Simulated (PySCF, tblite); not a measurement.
**C5H11ClGe: geometry, infrared bands and NMR shifts**

Wanted: the infrared bands and NMR shifts of C5H11ClGe (`[Cl][GeH2][CH]1CCCC1`), by calculation.

Computed with tblite 0.8.0 and PySCF 2.14.0, with density-fitted response routines of our own, on a single molecule in the gas phase. Atoms are numbered from 0 throughout.

### Step 1. The molecule as given

18 atoms, charge 0, multiplicity 1; geometry from: force field or distance geometry start.

Bonds of the start (Å): Cl0–Ge1 2.17, Ge1–C2 1.94, C2–C3 1.54, C3–C4 1.53, C4–C5 1.52, C5–C6 1.53, C6–C2 1.52, Ge1–H7 1.55, Ge1–H8 1.57, C2–H9 1.11, C3–H10 1.10, C3–H11 1.11, C4–H12 1.12, C4–H13 1.11, C5–H14 1.12, C5–H15 1.11, C6–H16 1.12, C6–H17 1.11.

### Step 2. Geometry optimisation with GFN2-xTB

What the job is given:

```
{"job": {"kind": "relax", "xc": "GFN2-xTB", "basis": "xTB"}, "charge": 0, "multiplicity": 1}
Cl     3.482200    -0.722700    -1.520200
Ge     2.402000    -0.037100     0.228500
C      0.527600    -0.525800     0.080300
C     -0.140600     0.145300    -1.131300
C     -1.619100     0.238700    -0.759700
C     -1.721000     0.113400     0.751100
C     -0.293000    -0.053500     1.269600
H      2.544800     1.502400     0.367200
H      3.006500    -0.720600     1.500900
H      0.430900    -1.628900    -0.013700
H      0.267100     1.159100    -1.278100
H      0.012000    -0.463700    -2.045000
H     -2.042200     1.211700    -1.103400
H     -2.177300    -0.587500    -1.255100
H     -2.192700     1.025200     1.200500
H     -2.327400    -0.776800     1.032700
H     -0.248300    -0.792800     2.105500
H      0.079800     0.920000     1.638500
```

On the command line:

```
> OMP_NUM_THREADS=1 python probes_run.py task.json out
```

This one command runs all jobs of the session in turn.

**Question.** This job is followed by: GFN2-xTB harmonic vibrations, gas phase; GIAO PBE0/pcSseg-1 NMR shielding, non-relativistic, gas phase. Predict these results of the whole session: strongest single infrared mode (GFN2-xTB); zero-point energy (GFN2-xTB); 13C shifts against TMS (PBE0/pcSseg-1, means over atoms taken as alike); 1H shifts against TMS (PBE0/pcSseg-1, means over atoms taken as alike); 35Cl shifts against HCl (PBE0/pcSseg-1); 73Ge shifts against GeMe4 (PBE0/pcSseg-1).

**Answer**, as computed:

```
                                                               quantity                                   value
                              strongest single infrared mode (GFN2-xTB)                   1904 cm⁻¹, 473 km/mol
                                           zero-point energy (GFN2-xTB)                           90.3 kcal/mol
13C shifts against TMS (PBE0/pcSseg-1, means over atoms taken as alike)                    37.6, 32.4, 26.6 ppm
 1H shifts against TMS (PBE0/pcSseg-1, means over atoms taken as alike)  5.17, 2.05, 1.87, 1.71, 1.46, 1.23 ppm
                                35Cl shifts against HCl (PBE0/pcSseg-1)                                 -95 ppm
                              73Ge shifts against GeMe4 (PBE0/pcSseg-1)                                 -18 ppm
```

What this shows: Over 57 steps the energy fell by 0.201 eV; of the close pairs, Cl0–Ge1 changed most, 2.167 to 2.105 Å. No mode is imaginary among the 48: a minimum at this level. The strongest single mode, at 1904 cm⁻¹, moves mainly H7 and H8. Unscaled tight-binding wavenumbers are off by several per cent, some by more. Its intensities can rank the bands wrongly. At PBE0/pcSseg-1: The widest tensor belongs to Ge1: span 275 ppm, with a paramagnetic part of -1405 ppm. Spin-orbit coupling is left out, which matters for shieldings and couplings at and beside the heavy atoms.
